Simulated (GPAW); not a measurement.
Runs of GPAW 26.7.0 on MnPt2. The structure is trigonal, space group P-3m1 (No. 164). The conventional cell has a = 2.858 Å, b = 2.858 Å, c = 6.533 Å, α = 90.00°, β = 90.00°, γ = 120.00°. Pt (site symmetry 3m) is surrounded by 3 Mn at 2.64 Å and 9 Pt at 2.86 to 2.91 Å. Mn (site symmetry -3m) has 6 Pt at 2.64 Å and 6 Mn at 2.86 Å as nearest neighbours. The cell comes from a database or a generator and needn't be the stable form of this composition.

```csv
task,level,potentials or basis,cell,k mesh,cutoff (eV),smearing,convergence,supercell,supercell k mesh,displacement,relaxed first,gap on the mesh (eV),pressure (GPa),moment (μB),largest force (eV/Å)
single point,LDA,"the program's PAW data sets (release 1.2.1) made for this functional, pw",as given,11 × 11 × 4,600,gaussian 0.02 eV,-,-,-,-,-,none,-16.2,4.19,(b)
single point,LDA,"the program's PAW data sets (release 1.2.1) made for this functional, pw",as given,11 × 11 × 4,600,gaussian 0.05 eV,-,-,-,-,-,none,-16.1,4.21,0.06
single point,PBE,"GPAW PAW data sets (gpaw-data 1.2.1), pw",as given,11 × 11 × 4,600,fermi-dirac 0.05 eV,-,-,-,-,-,none,-0.3,(a),0.07
phonons,PBE,"GPAW PAW data sets (gpaw-data 1.2.1), pw",relaxed,8 × 8 × 3,510,fermi-dirac 0.05 eV,density=1e-06 eigenstates=1e-09,1 × 1 × 1,8 × 8 × 3,0.01,cell,none,0.0,(c),-
```

Alike in all rows: spin collinear, ferromagnetic start.

Fill in the values left out.

(a) 4.51; (b) 0.05; (c) 4.41.

Caveats: so large a pressure means that the cell lies far from this level's equilibrium, or that cutoff or potentials fall short (some runs); the cutoff is short for stress and forces, so pressures can be off by a GPa or more (some runs).

A k mesh can miss the band edges, and the runs leave out spin-orbit coupling on Pt.

A gap of «none» marks a metal or a gap under the smearing width.

Not every run made on this cell is shown here.
